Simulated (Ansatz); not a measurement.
# C2H8N2Si: a dynamics run in two tries

The task is a short trajectory. SMILES of the start: C[SiH]1NC1N.

Program: Ansatz 0.2.0. Level of theory: UKS PBE-D4/STO-3G. These are calculated values, not measurements.

### Step 1. The system as given

Bond lengths: C1–Si2 1.845 Å, Si2–N3 1.655 Å, Si2–C4 1.943 Å, N3–C4 1.547 Å, C4–N5 1.574 Å, C1–H6 1.147 Å, C1–H7 1.115 Å, C1–H8 1.099 Å, Si2–H9 1.453 Å, N3–H10 1.042 Å, C4–H11 1.227 Å, N5–H12 1.114 Å, N5–H13 1.062 Å. Angles (14 of 24 angles, heavy atoms first): C1–Si2–N3 129.5°, C1–Si2–C4 104.9°, N3–Si2–C4 50.1°, Si2–N3–C4 74.7°, Si2–C4–N3 55.2°, Si2–C4–N5 135.0°, N3–C4–N5 109.9°, C1–Si2–H9 113.9°, N3–Si2–H9 110.6°, C4–Si2–H9 136.6°, Si2–C1–H6 101.6°, Si2–C1–H7 115.8°, Si2–C1–H8 107.7°, Si2–N3–H10 116.3°.

As a file:

```xyz
13

C    -2.4781    0.6850   -0.3737
Si   -0.8226   -0.0278   -0.7686
N     0.1808   -0.9440    0.1764
C     0.3168    0.4994    0.7147
N     1.8383    0.8700    0.8722
H    -2.1909    1.6174    0.2284
H    -3.1762    0.7987   -1.2356
H    -3.0627   -0.0930    0.1372
H    -0.6442   -0.3583   -2.1722
H    -0.2693   -1.4617    0.9608
H    -0.4229    0.7751    1.6536
H     2.4802    0.1540    1.4337
H     1.8624    1.8667    1.2391
```

### Step 2. First try

File input.yaml:

```yaml
crystal:
  periodic: [false, false, false]
  atoms:
    - { symbol: C, position_ang: [-2.478132, 0.684971, -0.373709] }
    - { symbol: Si, position_ang: [-0.822635, -0.027831, -0.768565] }
    - { symbol: "N", position_ang: [0.180793, -0.944049, 0.176393] }
    - { symbol: C, position_ang: [0.316801, 0.499413, 0.71469] }
    - { symbol: "N", position_ang: [1.838256, 0.869979, 0.872174] }
    - { symbol: H, position_ang: [-2.190902, 1.617437, 0.228441] }
    - { symbol: H, position_ang: [-3.176221, 0.798684, -1.235635] }
    - { symbol: H, position_ang: [-3.062664, -0.09299, 0.137245] }
    - { symbol: H, position_ang: [-0.644183, -0.358303, -2.172246] }
    - { symbol: H, position_ang: [-0.269344, -1.461658, 0.960774] }
    - { symbol: H, position_ang: [-0.422886, 0.775084, 1.653634] }
    - { symbol: H, position_ang: [2.480186, 0.153968, 1.433664] }
    - { symbol: H, position_ang: [1.862391, 1.866713, 1.239083] }
magnetization:
  spin_polarized: true
basis:
  gaussian: { orbitals: STO-3G }
hamiltonian:
  xc: pbe
  dispersion: d4
md:
  timestep: 0.5
  n_steps: 25
  ensemble: berendsen
  temperature: 1500.0
  initial_velocities: maxwell_boltzmann
  seed: 662780
```

Started as:

```sh
$ ansatz run input.yaml --threads 1 --pin off --max-ram 2048MiB --backend cpu --events-out ev --progress --plain --runs-dir out
```

Q: Predict the outcome of this session. Wanted: first try.

The runs gave:

| quantity | value |
| --- | --- |
| first try | refused |
| cause | the word typed for the ensemble or optimiser is not among those the program lists |

**Reading.** The fault in the first input was caught at the input check and cost nothing.
